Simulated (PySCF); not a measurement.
# RbB: bond curves at several levels of theory

An exercise on one series of results from a longer session: the logs are not shown, and one member is left open.

The runs use PySCF 2.14.0; Rb def2-SVPD with ECP28, B def2-SVPD, scalar-relativistic core potentials.

The first run:

Settings of the job:

* atoms: Rb, B
* charge: 0
* basis: Rb def2-SVPD with ECP28, B def2-SVPD
* Hamiltonian: scalar-relativistic core potentials
* basis functions: 47
* electrons treated: 14
* masses in u: 84.9118, 11.0093
* levels: PBE0, PBE, r²SCAN, PW91, M06, PBEsol, CAM-B3LYP, HF, MP2, SCS-MP2, CCSD, CCSD(T)
* grid: 80 radial by 434 angular points
* occupations: held fixed by the projection of orbital angular momentum
* dissociation limit: Rb + B, each in its ground configuration
* starting distance in angstrom: 2.875
* values of 2S to try: 0, 2

The run is started by

```bash
$ OMP_NUM_THREADS=1 python dia.py task.json out
```

Steps of the session up to this table: The job; PBE0 along the bond; Other states along the same grid; PBE (GGA); r²SCAN; PW91 (GGA); M06; PBEsol (GGA); CAM-B3LYP; UHF (mean field); Correlated methods on the Hartree–Fock reference.

One table of the session follows, with a row left open; its other results are not shown here.

Energy (eV) from each level's lowest point:

```
R (Å)    UHF  UHF-MP2  UHF-SCS-MP2  UHF-CCSD  UHF-CCSD(T)
2.617  0.417    0.326        0.334       n/a          n/a
2.739  0.200    0.145        0.150     0.153        0.154
2.860      ?        ?            ?         ?            ?
2.952  0.022    0.010        0.011     0.013        0.014
3.043  0.000    0.000        0.000     0.000        0.000
3.134  0.001    0.009        0.009     0.005        0.004
3.256  0.028    0.043        0.043     0.032        0.030
3.408  0.088    0.106        0.107     0.087        0.083
3.591  0.176    0.192        0.196     0.163        0.162
3.834  0.252    0.348        0.323       n/a          n/a
```

Q: Estimate the row for R (Å) = 2.860 from the others.

Worked estimate for «UHF». A straight line through the neighbours (2.739, 0.200) and (2.952, 0.022) gives 0.200 + (0.022 − 0.200) × (2.860 − 2.739) / (2.952 − 2.739) = 0.099; a parabola fitted to 4 rows on both sides gives 0.070.

**Answer.** UHF: 0.072; UHF-MP2: 0.045; UHF-SCS-MP2: 0.047; UHF-CCSD: 0.051; UHF-CCSD(T): 0.052. In «UHF» the line misses by +0.027 and the parabola by -0.002.
